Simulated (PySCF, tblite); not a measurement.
# C5H9B2Cl2F: geometry, infrared bands and NMR shifts

Aim: predict the infrared bands and NMR shifts of C5H9B2Cl2F (`C/C(=C\[C@H](C)BF)B(Cl)Cl`).

The runs use tblite 0.8.0 and PySCF 2.14.0, with density-fitted response routines of our own; the level of theory stands in each step. All values are computed, except where a source is named. Atoms count from 0, in the outputs and in this text.

## 1. The molecule as given

19 atoms, charge 0, multiplicity 1; geometry from: force field or distance geometry start.

Bonds of the start (Å): C0–C1 1.52, C1–C2 1.34, C2–C3 1.52, C3–C4 1.52, C3–B5 1.61, B5–F6 1.44, C1–B7 1.60, B7–Cl8 1.85, B7–Cl9 1.84, C0–H10 1.12, C0–H11 1.11, C0–H12 1.10, C2–H13 1.09, C3–H14 1.10, C4–H15 1.11, C4–H16 1.11, C4–H17 1.12, B5–H18 1.19.

## 2. Relaxing the molecule with GFN2-xTB

Job settings and geometry (Å):

```
{"job": {"kind": "relax", "xc": "GFN2-xTB", "basis": "xTB"}, "charge": 0, "multiplicity": 1}
C      1.429700    -1.432000    -0.449400
C      1.357400    -0.014600     0.084900
C      0.190800     0.621500     0.264600
C     -1.173900     0.020900    -0.037900
C     -2.179300     1.099800    -0.411100
B     -1.698700    -0.775100     1.257400
F     -1.983900    -2.184000     1.174600
B      2.730000     0.751600     0.401300
Cl     4.365000    -0.003700    -0.028400
Cl     2.735600     2.438800     1.147400
H      0.661700    -2.075500     0.042900
H      1.232600    -1.417600    -1.541300
H      2.400500    -1.902500    -0.252000
H      0.183800     1.639400     0.647100
H     -1.110200    -0.684600    -0.881900
H     -3.165200     0.648900    -0.653300
H     -2.316000     1.836900     0.410400
H     -1.817600     1.639900    -1.317400
H     -1.852000    -0.199000     2.287800
```

The run is started by

```console
$ OMP_NUM_THREADS=1 python probes_run.py task.json out
```

One launch serves the whole session: the jobs run in the order shown.

**Question.** This job is followed by: GFN2-xTB harmonic vibrations, gas phase; GIAO PBE0/pcSseg-1 NMR shielding, non-relativistic, gas phase. Predict these results of the whole session: strongest single infrared mode (GFN2-xTB); zero-point energy (GFN2-xTB); ¹³C shifts against TMS (PBE0/pcSseg-1); ¹H shifts against TMS (PBE0/pcSseg-1, means over atoms taken as alike); ¹¹B shifts against BF3·OEt2 (PBE0/pcSseg-1); ¹⁹F shifts against CFCl3 (PBE0/pcSseg-1); ³⁵Cl shifts against HCl (PBE0/pcSseg-1, means over atoms taken as alike).

As calculated:

```
                                                                quantity                               value
                               strongest single infrared mode (GFN2-xTB)               1601 cm⁻¹, 188 km/mol
                                            zero-point energy (GFN2-xTB)                       85.2 kcal/mol
                                  ¹³C shifts against TMS (PBE0/pcSseg-1)  165.3, 148.0, 39.9, 18.3, 16.5 ppm
  ¹H shifts against TMS (PBE0/pcSseg-1, means over atoms taken as alike)    7.12, 5.23, 2.56, 2.20, 1.40 ppm
                             ¹¹B shifts against BF3·OEt2 (PBE0/pcSseg-1)                      51.8, 51.5 ppm
                                ¹⁹F shifts against CFCl3 (PBE0/pcSseg-1)                           -11.5 ppm
³⁵Cl shifts against HCl (PBE0/pcSseg-1, means over atoms taken as alike)                             223 ppm
```

What this shows: Over 99 steps the energy fell by 0.700 eV; of the close pairs, B7–Cl8 changed most, 1.852 to 1.724 Å. No mode is imaginary among the 51: a minimum at this level. The strongest single mode, at 1601 cm⁻¹, moves mainly C2 and C1. GFN2-xTB is a fitted tight-binding method: band positions and strengths are rough. Its intensities can rank the bands wrongly. The most deshielded hydrogen is H13 (hydrogen on an alkene CH), at 7.12 ppm: olefinic region. At PBE0/pcSseg-1: The largest span, 490 ppm, is at Cl8, Cl9, where the paramagnetic term is -421 ppm.
